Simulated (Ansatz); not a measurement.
# C₂H₂BCl (SMILES ClC1=CB1): one structure at several levels

The task here is to estimate one member of a computed series from the others.

Program: Ansatz 0.2.0, Gaussian basis. Level of theory: single points in def2-TZVPP. These are calculated values, not measurements.

Cores are frozen in the correlated methods.

### Where the work starts

SMILES `ClC1=CB1`, 6 atoms, charge 0, spin multiplicity 1.

Atoms are counted from 1 here; the program's logs count them from 0.

Bond lengths: Cl1–C2 1.826 Å, C2–C3 1.298 Å, C2–B4 1.442 Å, C3–B4 1.375 Å, C3–H5 1.249 Å, B4–H6 1.219 Å. Angles: Cl1–C2–C3 146.1°, Cl1–C2–B4 153.8°, C3–C2–B4 60.0°, C2–C3–B4 65.2°, C2–C3–H5 126.3°, B4–C3–H5 162.7°, C2–B4–C3 54.8°, C2–B4–H6 152.0°, C3–B4–H6 150.1°.

As a file:

```xyz
6

Cl   -1.1113   -2.1192   -0.4897
C    -0.3474   -0.4951   -0.1544
C     0.7496    0.1444    0.1170
B    -0.3543    0.9443   -0.0640
H     1.8005   -0.3523    0.5750
H    -0.8402    2.0351   -0.3075
```

Set-up of the first run:

Contents of run/in.yaml:

```yaml
crystal:
  periodic: [false, false, false]
  atoms:
    - {symbol: Cl, position_ang: [-1.111300, -2.119200, -0.489700]}
    - {symbol: C, position_ang: [-0.347400, -0.495100, -0.154400]}
    - {symbol: C, position_ang: [0.749600, 0.144400, 0.117000]}
    - {symbol: B, position_ang: [-0.354300, 0.944300, -0.064000]}
    - {symbol: H, position_ang: [1.800500, -0.352300, 0.575000]}
    - {symbol: H, position_ang: [-0.840200, 2.035100, -0.307500]}
basis:
  gaussian: {orbitals: def2-TZVPP}
correlation: {method: ccsd_t}
output: {forces: true}
```

The command line of these runs was not kept.

Steps of the session up to this table: CCSD(T)/def2-TZVPP; PBE0-D4/def2-TZVPP; wB97M-V/def2-TZVPP; r2SCAN-D4/def2-TZVPP; PBE-D4/def2-TZVPP; r2SCAN0-D4/def2-TZVPP; r2SCANh-D4/def2-TZVPP.

One table of the session follows, with a row left open; its other results are not shown here.

| method | RMS force component (eV/Å) | angle to CCSD(T) forces (°) | dipole (D) |
| --- | --- | --- | --- |
| CCSD(T) | 3.354 | reference | 1.10 |
| PBE0-D4 | 3.122 | 3.7 | 1.13 |
| wB97M-V | 3.131 | 3.6 | 1.12 |
| r2SCAN-D4 | 3.107 | 3.2 | 1.14 |
| PBE-D4 | ? | ? | ? |
| r2SCAN0-D4 | 3.106 | 5.4 | 1.18 |
| r2SCANh-D4 | 3.106 | 4.0 | 1.16 |

Q: Estimate the row for PBE-D4 from the others.

**Answer.** RMS force component (eV/Å): 3.135; angle to CCSD(T) forces (°): 1.0; dipole (D): 1.06. In the column «RMS force component (eV/Å)» it lies between wB97M-V (3.131) and CCSD(T) (3.354).
